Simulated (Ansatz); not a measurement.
# BF2HSe: the cost of one run

Program: Ansatz 0.2.0. Level of theory: RKS B3LYP/def2-SVP. These are calculated values, not measurements.

## Step 1: Starting point

Bond lengths: F1–B2 1.503 Å, B2–F3 1.460 Å, B2–Se4 2.045 Å, Se4–H5 1.591 Å. Angles: F1–B2–F3 120.4°, F1–B2–Se4 118.4°, F3–B2–Se4 121.2°, B2–Se4–H5 88.2°.

Structure file:

```xyz
5

F     0.8888   -1.6249   -0.0126
B     0.0356   -0.4578    0.3970
F    -1.1575   -0.6658    1.2120
Se    0.6114    1.4176   -0.1820
H    -0.3285    1.2571   -1.4558
```

## Step 2: Relaxing end A

The input, input.yaml:

```yaml
crystal:
  periodic: [false, false, false]
  atoms:
    - { symbol: F, position_ang: [0.8888, -1.6249, -0.0126] }
    - { symbol: B, position_ang: [0.0356, -0.4578, 0.397] }
    - { symbol: F, position_ang: [-1.1575, -0.6658, 1.212] }
    - { symbol: Se, position_ang: [0.6114, 1.4176, -0.182] }
    - { symbol: H, position_ang: [-0.3285, 1.2571, -1.4558] }
basis:
  gaussian: { orbitals: def2-SVP }
hamiltonian:
  xc: b3lyp
relax:
  f_tol: 0.015
  max_steps: 40
output:
  orbitals: {}
```

Command:

```sh
> ansatz run input.yaml --threads 1 --pin off --max-ram 2048MiB --backend cpu --events-out ev --progress --plain --runs-dir out
```

What time and memory should one allow on 1 thread of Arm Neoverse V2, shared host?

About 39 s, with a peak of 0.17 GiB.
